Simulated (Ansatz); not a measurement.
# interstitial Cu in Si: molecular dynamics

Purpose: to see whether the interstitial stays in its void or moves on. The start is relaxed first. Runs: 200 steps of 3 fs under a Langevin thermostat at 600 K; 300 steps of 2 fs at constant energy, with velocities drawn for 840 K. The host cell (diamond) has 16 atoms, cell charge +1; the extra atom is the last.

Method: DFT PBEsol, plane waves, PAW, scalar-relativistic, no spin polarisation, in Ansatz 0.2.0.

### 1 The starting structure

The cell holds 17 atoms (CuSi16): a = 7.679 Å, b = 7.679 Å, c = 7.679 Å, α = 60.00°, β = 60.00°, γ = 60.00°.

As a file:

```
Si Cu
1.0
     0.00000    5.43000    5.43000
     5.43000    0.00000    5.43000
     5.43000    5.43000    0.00000
Si Cu
16 1
Cartesian
  0.0000 0.0000 0.0000
  1.3575 1.3575 1.3575
  2.7150 2.7150 0.0000
  4.0725 4.0725 1.3575
  2.7150 0.0000 2.7150
  4.0725 1.3575 4.0725
  5.4300 2.7150 2.7150
  6.7875 4.0725 4.0725
  0.0000 2.7150 2.7150
  1.3575 4.0725 4.0725
  2.7150 5.4300 2.7150
  4.0725 6.7875 4.0725
  2.7150 2.7150 5.4300
  4.0725 4.0725 6.7875
  5.4300 5.4300 5.4300
  6.7875 6.7875 6.7875
  8.1293 8.0818 8.0926
```

### 2 Relaxing the start

Input file input.yaml:

```yaml
crystal:
  lattice:
    - [0.0, 5.43, 5.43]
    - [5.43, 0.0, 5.43]
    - [5.43, 5.43, 0.0]
  atoms:
    - { symbol: Si, position: [0.0, 0.0, 0.0] }
    - { symbol: Si, position: [0.125, 0.125, 0.125] }
    - { symbol: Si, position: [0.0, 0.0, 0.5] }
    - { symbol: Si, position: [0.125, 0.125, 0.625] }
    - { symbol: Si, position: [0.0, 0.5, 0.0] }
    - { symbol: Si, position: [0.125, 0.625, 0.125] }
    - { symbol: Si, position: [0.0, 0.5, 0.5] }
    - { symbol: Si, position: [0.125, 0.625, 0.625] }
    - { symbol: Si, position: [0.5, 0.0, 0.0] }
    - { symbol: Si, position: [0.625, 0.125, 0.125] }
    - { symbol: Si, position: [0.5, 0.0, 0.5] }
    - { symbol: Si, position: [0.625, 0.125, 0.625] }
    - { symbol: Si, position: [0.5, 0.5, 0.0] }
    - { symbol: Si, position: [0.625, 0.625, 0.125] }
    - { symbol: Si, position: [0.5, 0.5, 0.5] }
    - { symbol: Si, position: [0.625, 0.625, 0.625] }
    - { symbol: Cu, position: [0.7408004, 0.749555, 0.7475613] }
total_charge: 1
basis:
  ecutwfc: 420.0
kpoints:
  mp_grid: { grid: [2, 2, 2] }
hamiltonian:
  xc: pbesol
scf:
  occupations: { method: fermi_dirac, width: 0.02 }
  lower_state_search: "off"
relax:
  f_tol: 0.08
  max_steps: 25
  adjacent_minimum: "off"
```

On the command line:

```sh
$ ansatz run input.yaml --threads 1 --pin off --max-ram 3072MiB --backend cpu --events-out ev --progress --plain --runs-dir out
```

Output, cut to the lines that bear on the results:

```text
Warning: RAYON_NUM_THREADS=1 ignored (pool sized by the plan → 1); use --threads N
[...]
Pseudopotentials: kind: paw
Pseudopotential: Si, paw, valence charge 4, recommended cutoff 420 eV (normal), Si.paw.azcp
Pseudopotential: Cu, paw, valence charge 19, recommended cutoff 420 eV (normal), Cu.paw.azcp
Functional definition: PBEsol
[...]
Crystal: 17 atoms, lattice volume = 320.206 Å³
Basis set: ecut = 420 eV, 6231 PW (Γ), exchange–correlation on 108×108×108 points (8 copies of the dense FFT grid, shifted against one another)
Bands: 58, of which v1, the nominal top of the filled ones, is band 41 counted from 1 (40 counted from 0)
Symmetry: 1 space group operations
Space group: P1 (ITA 1), of the structure as read, at distance tolerance 6.8e-5 Å
[...]
SCF iter   1: F=—  HF=-16539.500758 eV  |F-HF|=—  |Δ(HF+E_count)|=         —  Δρ=5.71e-2  dr2=1.15e1  ethr=1.77e-3  ⟨swp⟩=8.4  Hψ=2358  notcnv=0  defer=33
[...]
relax step   1: F+E_penalty+E_count = -16537.04615479 eV  Δ(F+E_penalty+E_count) = +0.000e0 eV  max|allowed force component| = 6.876e-1 eV/Å  Δτ_max = 0.0000 Å  (10 SCF iters, dr2 threshold 1.00e-4 eV, accepted)
[...]
relax step   3: F+E_penalty+E_count = -16537.14617848 eV  Δ(F+E_penalty+E_count) = -1.248e-2 eV  max|allowed force component| = 7.336e-2 eV/Å  Δτ_max = 0.0298 Å  (6 SCF iters, accepted)
[...]
relax step   4: F+E_penalty+E_count = -16537.15217196 eV  Δ(F+E_penalty+E_count) = -5.993e-3 eV  max|allowed force component| = 8.700e-2 eV/Å  Δτ_max = 0.0330 Å  (6 SCF iters, accepted)
[...]
SCF iter   3: F=—  HF=-16537.162608 eV  |F-HF|=—  |Δ(HF+E_count)|=   2.55e-3  Δρ=8.07e-4  dr2=1.24e-3  ethr=1.89e-5  ⟨swp⟩=2.5  Hψ=662  notcnv=0  defer=70
```

### 3 The log goes on: start relaxed

Output, continued:

```text
SCF iter   4: F=—  HF=-16537.162307 eV  |F-HF|=—  |Δ(HF+E_count)|=   3.01e-4  Δρ=1.64e-4  dr2=7.11e-5  ethr=1.52e-6  ⟨swp⟩=2.0  Hψ=738  notcnv=0  defer=70
SCF iter   5: F=—  HF=-16537.162283 eV  |F-HF|=—  |Δ(HF+E_count)|=   2.47e-5  Δρ=3.18e-5  dr2=3.06e-6  ethr=8.67e-8  ⟨swp⟩=2.0  Hψ=568  notcnv=0  defer=70
SCF iter   6: F=—  HF=-16537.162284 eV  |F-HF|=—  |Δ(HF+E_count)|=   1.08e-6  Δρ=6.70e-6  dr2=1.80e-7  ethr=3.73e-9  ⟨swp⟩=2.8  Hψ=692  notcnv=0  defer=70
SCF iter   7: F=-16537.162284 eV  HF=-16537.162284 eV  |F-HF|=3.13e-10  |Δ(HF+E_count)|=   1.15e-7  Δρ=2.16e-6  dr2=1.72e-8  ethr=1.22e-10  ⟨swp⟩=4.0  Hψ=1427  notcnv=0
SCF 5 converged in 7 iterations: F = -16537.162284 eV  dr2 = 1.72e-8
relax step   5: F+E_penalty+E_count = -16537.16228394 eV  Δ(F+E_penalty+E_count) = -1.011e-2 eV  max|allowed force component| = 2.244e-1 eV/Å  Δτ_max = 0.1029 Å  (7 SCF iters, accepted)
SCF iter   1: F=—  HF=-16537.179035 eV  |F-HF|=—  |Δ(HF+E_count)|=         —  Δρ=3.18e-3  dr2=2.34e-2  ethr=3.06e-4  ⟨swp⟩=5.2  Hψ=1177  notcnv=0  defer=70
preconditioner: auto → Resta (q_TF=auto, 2.174 Å⁻¹)  ε∞=6.3  [insulator: Δε(μ)=0.342 eV  Ē_g=7.745 eV  σ=0.020 eV  W_gap=1.00  n_scr=58 (ndim 8)  ℏωp=17.9 eV  f_vac=0.000  D(μ)=0.01/eV (n_scr^D=0)  ε∞_Penn≈6.3]
SCF iter   2: F=—  HF=-16537.175922 eV  |F-HF|=—  |Δ(HF+E_count)|=   3.11e-3  Δρ=1.72e-3  dr2=6.83e-3  ethr=2.86e-5  ⟨swp⟩=2.0  Hψ=545  notcnv=0  defer=70
SCF iter   3: F=—  HF=-16537.175176 eV  |F-HF|=—  |Δ(HF+E_count)|=   7.46e-4  Δρ=1.07e-3  dr2=2.19e-3  ethr=8.33e-6  ⟨swp⟩=2.0  Hψ=637  notcnv=0  defer=70
SCF iter   4: F=—  HF=-16537.174646 eV  |F-HF|=—  |Δ(HF+E_count)|=   5.30e-4  Δρ=9.72e-5  dr2=3.16e-5  ethr=2.66e-6  ⟨swp⟩=2.0  Hψ=746  notcnv=0  defer=70
iter 5 did not close the SCF: its close was put off for the readings that it lacked (scf_convergence_deferred on its scf_iter line)
SCF iter   5: F=-16537.174646 eV  HF=-16537.174646 eV  |F-HF|=5.74e-7  |Δ(HF+E_count)|=   5.71e-7  Δρ=2.05e-5  dr2=1.94e-6  ethr=3.86e-8  ⟨swp⟩=2.0  Hψ=609  notcnv=0  defer=70
SCF iter   6: F=-16537.174646 eV  HF=-16537.174646 eV  |F-HF|=8.72e-9  |Δ(HF+E_count)|=   2.74e-9  Δρ=5.96e-6  dr2=1.74e-7  ethr=2.36e-9  ⟨swp⟩=1.1  Hψ=1310  notcnv=0
SCF 6 converged in 6 iterations: F = -16537.174646 eV  dr2 = 1.74e-7
relax step   6: F+E_penalty+E_count = -16537.17464645 eV  Δ(F+E_penalty+E_count) = -1.236e-2 eV  max|allowed force component| = 2.178e-1 eV/Å  Δτ_max = 0.0654 Å  (6 SCF iters, dr2 threshold 5.03e-5 eV, accepted)
SCF iter   1: F=—  HF=-16537.193243 eV  |F-HF|=—  |Δ(HF+E_count)|=         —  Δρ=3.81e-3  dr2=3.75e-2  ethr=4.12e-4  ⟨swp⟩=5.4  Hψ=1222  notcnv=0  defer=70
preconditioner: auto → Resta (q_TF=auto, 2.174 Å⁻¹)  ε∞=6.3  [insulator: Δε(μ)=0.380 eV  Ē_g=7.744 eV  σ=0.020 eV  W_gap=1.00  n_scr=58 (ndim 8)  ℏωp=17.9 eV  f_vac=0.000  D(μ)=0.00/eV (n_scr^D=0)  ε∞_Penn≈6.3]
SCF iter   2: F=—  HF=-16537.187701 eV  |F-HF|=—  |Δ(HF+E_count)|=   5.54e-3  Δρ=1.92e-3  dr2=9.62e-3  ethr=4.57e-5  ⟨swp⟩=2.0  Hψ=635  notcnv=0  defer=70
SCF iter   3: F=—  HF=-16537.186491 eV  |F-HF|=—  |Δ(HF+E_count)|=   1.21e-3  Δρ=1.36e-3  dr2=3.58e-3  ethr=1.17e-5  ⟨swp⟩=2.0  Hψ=762  notcnv=0  defer=70
SCF iter   4: F=—  HF=-16537.185650 eV  |F-HF|=—  |Δ(HF+E_count)|=   8.41e-4  Δρ=1.43e-4  dr2=6.64e-5  ethr=4.37e-6  ⟨swp⟩=2.0  Hψ=753  notcnv=0  defer=70
iter 5 did not close the SCF: its close was put off for the readings that it lacked (scf_convergence_deferred on its scf_iter line)
SCF iter   5: F=-16537.185645 eV  HF=-16537.185648 eV  |F-HF|=2.69e-6  |Δ(HF+E_count)|=   2.68e-6  Δρ=2.72e-5  dr2=4.67e-6  ethr=8.09e-8  ⟨swp⟩=2.0  Hψ=663  notcnv=0  defer=70
SCF iter   6: F=-16537.185647 eV  HF=-16537.185647 eV  |F-HF|=1.18e-7  |Δ(HF+E_count)|=   7.18e-7  Δρ=8.30e-6  dr2=4.36e-7  ethr=5.70e-9  ⟨swp⟩=2.0  Hψ=1322  notcnv=0
SCF 7 converged in 6 iterations: F = -16537.185647 eV  dr2 = 4.36e-7
relax step   7: F+E_penalty+E_count = -16537.18564677 eV  Δ(F+E_penalty+E_count) = -1.100e-2 eV  max|allowed force component| = 9.277e-2 eV/Å  Δτ_max = 0.1094 Å  (6 SCF iters, dr2 threshold 4.47e-5 eV, accepted)
SCF iter   1: F=—  HF=-16537.195013 eV  |F-HF|=—  |Δ(HF+E_count)|=         —  Δρ=3.35e-3  dr2=2.61e-2  ethr=4.13e-4  ⟨swp⟩=4.9  Hψ=1196  notcnv=0  defer=70
preconditioner: auto → Resta (q_TF=auto, 2.174 Å⁻¹)  ε∞=6.3  [insulator: Δε(μ)=0.382 eV  Ē_g=7.753 eV  σ=0.020 eV  W_gap=1.00  n_scr=58 (ndim 8)  ℏωp=17.9 eV  f_vac=0.000  D(μ)=0.00/eV (n_scr^D=0)  ε∞_Penn≈6.3]
SCF iter   2: F=—  HF=-16537.191572 eV  |F-HF|=—  |Δ(HF+E_count)|=   3.44e-3  Δρ=1.89e-3  dr2=8.31e-3  ethr=3.18e-5  ⟨swp⟩=1.4  Hψ=545  notcnv=0  defer=70
SCF iter   3: F=—  HF=-16537.190348 eV  |F-HF|=—  |Δ(HF+E_count)|=   1.22e-3  Δρ=8.75e-4  dr2=1.44e-3  ethr=1.01e-5  ⟨swp⟩=2.0  Hψ=617  notcnv=0  defer=70
SCF iter   4: F=—  HF=-16537.189990 eV  |F-HF|=—  |Δ(HF+E_count)|=   3.57e-4  Δρ=9.87e-5  dr2=3.40e-5  ethr=1.76e-6  ⟨swp⟩=2.0  Hψ=742  notcnv=0  defer=70
SCF iter   5: F=—  HF=-16537.189991 eV  |F-HF|=—  |Δ(HF+E_count)|=   4.22e-7  Δρ=2.83e-5  dr2=3.34e-6  ethr=4.15e-8  ⟨swp⟩=2.0  Hψ=605  notcnv=0  defer=70
SCF iter   6: F=—  HF=-16537.189990 eV  |F-HF|=—  |Δ(HF+E_count)|=   1.91e-7  Δρ=7.47e-6  dr2=3.43e-7  ethr=4.07e-9  ⟨swp⟩=2.8  Hψ=740  notcnv=0  defer=70
SCF iter   7: F=-16537.189990 eV  HF=-16537.189991 eV  |F-HF|=3.52e-9  |Δ(HF+E_count)|=   4.31e-8  Δρ=2.31e-6  dr2=1.84e-8  ethr=1.22e-10  ⟨swp⟩=4.0  Hψ=1448  notcnv=0
SCF 8 converged in 7 iterations: F = -16537.189990 eV  dr2 = 1.84e-8
relax step   8: F+E_penalty+E_count = -16537.18999050 eV  Δ(F+E_penalty+E_count) = -4.344e-3 eV  max|allowed force component| = 4.256e-2 eV/Å  Δτ_max = 0.0830 Å  (7 SCF iters, accepted)
SCF converged after 7 iterations
Free energy (F): -16537.189990 eV
Harris-Foulkes:  -16537.189991 eV  (|F-HF|=3.52e-9)
Internal energy: -16537.189982 eV  (E = F + TS)
E sigma→0 (E₀):  -16537.189986 eV
Entropy (-TS):   -0.000008 eV (-0.000 meV/atom)
Fermi energy:    7.083260 eV
--- Per-component energies (eV) ---
  E_band       = -449.204349
  E_kinetic    = 942.743306
  E_local      = -7896.006221  (includes V_loc(G=0)·N_el)
  E_nonlocal   = 805.971304
  E_hartree    = 3523.380563
  E_xc         = -956.771684
  E_vxc        = -855.766495  (∫ρ·V_xc dr)
  E_paw        = -9611.659441  (= ΣΔE_a)
  E_vpaw       = -492.898353  (= ΣTr[D̂ρ^β])
  E_aug_tail   = 0.000328  (compensation charges beyond the density's cutoff)
  E_ewald      = -3345.559312
  E_core_change = 0.711173  (= ΣΔE_core)
  E_smearing   = -0.000008  (= −TS)
  E_closure    = -0.000000  (closes the sum)
  E_deformation_potential = 13.410701  (in the stress; not in F)
  Σ components = -16537.189990   (vs F -16537.189990, Δ=0.00e0)
--- Forces (eV/Å), atoms counted from 1 ---
  atom   1  Si     0.02352043    -0.00538713     0.00096292
  atom   2  Si    -0.00479067     0.01262729     0.01000370
  atom   3  Si     0.02377829    -0.01067247    -0.00324499
  atom   4  Si    -0.02188895     0.02090364     0.00026760
  atom   5  Si     0.02853928    -0.00689023     0.00174156
  atom   6  Si    -0.01511262     0.00307903     0.01810517
  atom   7  Si     0.00189264    -0.01175379    -0.00547306
  atom   8  Si    -0.00888079    -0.00254538    -0.01808934
  atom   9  Si     0.01102439    -0.02231787    -0.01499661
  atom  10  Si    -0.00556909    -0.00516318    -0.01538312
  atom  11  Si     0.03099261    -0.00022790     0.01675067
  atom  12  Si    -0.03395364     0.00004205     0.00652227
  atom  13  Si     0.02647372     0.00635841     0.00319505
  atom  14  Si    -0.04255689     0.01403301    -0.00318626
  atom  15  Si    -0.01070782    -0.00007432    -0.00105211
  atom  16  Si    -0.02270626     0.00712086    -0.00565444
  atom  17  Cu     0.01991576     0.00090062     0.00954781
  max |Σ_I F_I| component: 3.26e-5 eV/Å
--- Relaxed structure (8 steps of the walk, 8 accepted, 0 SCFs on fresh bases) ---
  F+E_penalty+E_count = -16537.18999050 eV   max|allowed force component| = 4.256e-2 eV/Å
  atoms:
    - { symbol: Si, position: [0.006477751917453482, 0.0050071662690616085, 0.004590739078992598] }
    - { symbol: Si, position: [0.13004235334509934, 0.13005907524866583, 0.12935709443376647] }
    - { symbol: Si, position: [0.006255040145237235, 0.007032884952483644, 0.5023430106155253] }
    - { symbol: Si, position: [0.12798296339321272, 0.12942635212106549, 0.6327950946405572] }
    - { symbol: Si, position: [0.005485305407324809, 0.5029959558515471, 0.006413250025643913] }
    - { symbol: Si, position: [0.12758418710538505, 0.6332758640318847, 0.12866090579006934] }
    - { symbol: Si, position: [-0.010337070262560505, 0.5016163112292047, 0.5009574698297521] }
    - { symbol: Si, position: [0.11762768754165959, 0.6321446477400843, 0.6311473765613007] }
    - { symbol: Si, position: [0.5033458589583257, 0.007067221013761005, 0.007111035010699651] }
    - { symbol: Si, position: [0.6345944071106628, 0.1289658924867571, 0.1285010575823327] }
    - { symbol: Si, position: [0.5006101975918389, -0.009688525156341055, 0.50079830877536] }
    - { symbol: Si, position: [0.6308169609860599, 0.11757441373532862, 0.6321062034667715] }
    - { symbol: Si, position: [0.5001580212516662, 0.5010968538737809, -0.009643343872763332] }
    - { symbol: Si, position: [0.6298082465952148, 0.6322068391038198, 0.1187294563097715] }
    - { symbol: Si, position: [0.4862216451021781, 0.4864202573790038, 0.4874501109315451] }
    - { symbol: Si, position: [0.609958781630191, 0.611480719237268, 0.6109692500345435] }
    - { symbol: Cu, position: [0.7341680621810514, 0.732873070882625, 0.7352742807861327] }
```

Wall time 37 s (1 thread of Intel Xeon Platinum 8488C (Sapphire Rapids), shared host); peak memory 0.66 GiB.

Relaxation path:

```tsv
step	energy from step 1 (eV/cell)	largest force component (eV/Å)
1	0.0000	0.6876
2	-0.0875	0.2477
3	-0.1000	0.0734
4	-0.1060	0.0870
5	-0.1161	0.2244
6	-0.1285	0.2178
7	-0.1395	0.0928
8	-0.1438	0.0426
```

Step 1 is the start.

Largest move: Si16, 0.27 Å.

### 4 Run 1

200 steps of 3 fs under a Langevin thermostat at 600 K, from the relaxed start.

Input file input.yaml:

```yaml
crystal:
  lattice:
    - [0.0, 5.43, 5.43]
    - [5.43, 0.0, 5.43]
    - [5.43, 5.43, 0.0]
  atoms:
    - { symbol: Si, position: [0.00647775, 0.00500717, 0.00459074] }
    - { symbol: Si, position: [0.13004235, 0.13005908, 0.12935709] }
    - { symbol: Si, position: [0.00625504, 0.00703288, 0.50234301] }
    - { symbol: Si, position: [0.12798296, 0.12942635, 0.63279509] }
    - { symbol: Si, position: [0.00548531, 0.50299596, 0.00641325] }
    - { symbol: Si, position: [0.12758419, 0.63327586, 0.12866091] }
    - { symbol: Si, position: [-0.01033707, 0.50161631, 0.50095747] }
    - { symbol: Si, position: [0.11762769, 0.63214465, 0.63114738] }
    - { symbol: Si, position: [0.50334586, 0.00706722, 0.00711104] }
    - { symbol: Si, position: [0.63459441, 0.12896589, 0.12850106] }
    - { symbol: Si, position: [0.5006102, -0.00968853, 0.50079831] }
    - { symbol: Si, position: [0.63081696, 0.11757441, 0.6321062] }
    - { symbol: Si, position: [0.50015802, 0.50109685, -0.00964334] }
    - { symbol: Si, position: [0.62980825, 0.63220684, 0.11872946] }
    - { symbol: Si, position: [0.48622165, 0.48642026, 0.48745011] }
    - { symbol: Si, position: [0.60995878, 0.61148072, 0.61096925] }
    - { symbol: Cu, position: [0.73416806, 0.73287307, 0.73527428] }
total_charge: 1
basis:
  ecutwfc: 420.0
kpoints:
  mp_grid: { grid: [2, 2, 2] }
hamiltonian:
  xc: pbesol
scf:
  occupations: { method: fermi_dirac, width: 0.02 }
  lower_state_search: "off"
md:
  timestep: 3.0
  n_steps: 200
  ensemble: nvt_langevin
  temperature: 600.0
  initial_velocities: maxwell_boltzmann
  seed: 682144
  friction: 0.005
```

On the command line:

```sh
$ ansatz run input.yaml --threads 1 --pin off --max-ram 3072MiB --backend cpu --events-out ev --progress --plain --runs-dir out
```

Output, cut to the lines that bear on the results:

```text
Warning: md: disabling space-group detection — thermal motion breaks the input geometry's symmetry, so no spatial operation reduces the k-mesh or symmetrises the density; time reversal is kept, so that k and −k are solved as one point where they differ and the mesh holds both, and exact [...]
Warning: RAYON_NUM_THREADS=1 ignored (pool sized by the plan → 1); use --threads N
[...]
[... 3 set-up lines as earlier in the session ...]
[...]
md step     8: t =    24.00 fs  T =   216.5 K  F+E_penalty+E_count = -16536.58688048 eV  E_kin = 0.475649 eV  (6 SCF iters)
[...]
md step    16: t =    48.00 fs  T =   246.7 K  F+E_penalty+E_count = -16536.53722677 eV  E_kin = 0.542192 eV  (5 SCF iters)
[...]
md step    24: t =    72.00 fs  T =   393.7 K  F+E_penalty+E_count = -16536.55893341 eV  E_kin = 0.865115 eV  (6 SCF iters)
[...]
md step    32: t =    96.00 fs  T =   332.3 K  F+E_penalty+E_count = -16536.10420613 eV  E_kin = 0.730123 eV  (5 SCF iters)
md step    33: t =    99.00 fs  T =   329.2 K  F+E_penalty+E_count = -16536.11543731 eV  E_kin = 0.723369 eV  (6 SCF iters)
```

### 5 The log goes on: dynamics from the start

The log, continued, cut to the lines that bear on the results:

```text
md step    34: t =   102.00 fs  T =   383.7 K  F+E_penalty+E_count = -16536.15157148 eV  E_kin = 0.843130 eV  (6 SCF iters)
[...]
md step    56: t =   168.00 fs  T =   539.6 K  F+E_penalty+E_count = -16536.13308161 eV  E_kin = 1.185717 eV  (6 SCF iters)
[...]
md step    78: t =   234.00 fs  T =   524.9 K  F+E_penalty+E_count = -16536.10292747 eV  E_kin = 1.153430 eV  (5 SCF iters)
[...]
  atom   3  Si    -0.06269120     0.09214545     0.18627492
  atom   4  Si    -0.10374769    -0.23323959     0.54628218
  atom   5  Si     1.50678639    -0.95218205     0.54113152
  atom   6  Si    -0.64821883     0.46588314    -0.79032324
  atom   7  Si    -0.83666095    -0.15244730     0.05634441
  atom   8  Si    -0.79176364     0.92809750    -0.11079915
[...]
--- MD trajectory: 200 steps, t = 0.0 → 600.0 fs ---
  final state: T = 631.1 K   F+E_penalty+E_count = -16536.15043739 eV   E_kin = 1.386833 eV
```

Run time: 14 min. Hardware: 1 thread of Intel Xeon Platinum 8488C (Sapphire Rapids), shared host; peak memory 0.76 GiB.

### 6 Frames and traces

One step in 11; energies are changes from step 0; msd is the mean square displacement from the start, the centre of mass held:

```tsv
time (fs)	T (K)	potential energy change (meV/atom)	msd Cu (Å²)	msd Si (Å²)
0.0	565	0.0	0.000	0.000
33.0	351	22.5	0.027	0.013
66.0	324	37.4	0.077	0.029
99.0	329	63.2	0.159	0.047
132.0	471	66.1	0.219	0.062
165.0	534	60.0	0.228	0.068
198.0	544	54.0	0.223	0.075
231.0	454	70.4	0.238	0.080
264.0	389	73.1	0.284	0.082
297.0	508	62.9	0.255	0.080
330.0	471	57.7	0.298	0.064
363.0	441	70.8	0.268	0.044
396.0	652	67.3	0.145	0.040
429.0	559	73.8	0.033	0.053
462.0	562	73.9	0.009	0.046
495.0	725	58.1	0.002	0.041
528.0	563	72.3	0.013	0.050
561.0	523	72.3	0.069	0.049
594.0	623	68.5	0.088	0.042
600.0	631	61.2	0.074	0.041
```

time (fs), T (K) and a bar:
```
      0.0        565 ####################
     27.0        274 ###
     51.0        224 
     78.0        406 ###########
    105.0        364 ########
    129.0        480 ###############
    156.0        554 ####################
    183.0        442 #############
    210.0        590 ######################
    234.0        525 ##################
    261.0        411 ###########
    288.0        523 ##################
    312.0        460 ##############
    339.0        489 ################
    366.0        427 ############
    390.0        592 ######################
    417.0        586 ######################
    444.0        556 ####################
    471.0        616 #######################
    495.0        725 ##############################
    522.0        529 ##################
    549.0        676 ###########################
    573.0        531 ##################
    600.0        631 ########################
```

Pair distribution over the second half of the run:

```tsv
r (Å)	g Si–Si	g Si–Cu
0.68	0.00	0.00
0.84	0.00	0.00
1.00	0.00	0.00
1.16	0.00	0.00
1.32	0.00	0.00
1.48	0.00	0.00
1.64	0.00	0.00
1.80	0.00	0.00
1.96	0.00	0.00
2.12	0.17	0.38
2.28	3.73	2.93
2.44	3.30	4.27
2.60	0.39	3.10
2.76	0.01	1.36
2.92	0.00	0.90
3.08	0.00	1.02
```

First peaks of g(r) (not always the tallest), and, where a minimum follows, the mean number of second-named atoms round a first-named one up to the next minimum:

```tsv
pair	peak (Å)	height	minimum (Å)	neighbours
Si–Si	2.36	4.9	2.84	4.0
Si–Cu	2.44	4.3	-	-
```

Maxima of the velocity power spectrum (cm⁻¹, relative height; resolution about 110 cm⁻¹): 110 (100), 440 (99).

[end of part 1 of 2]
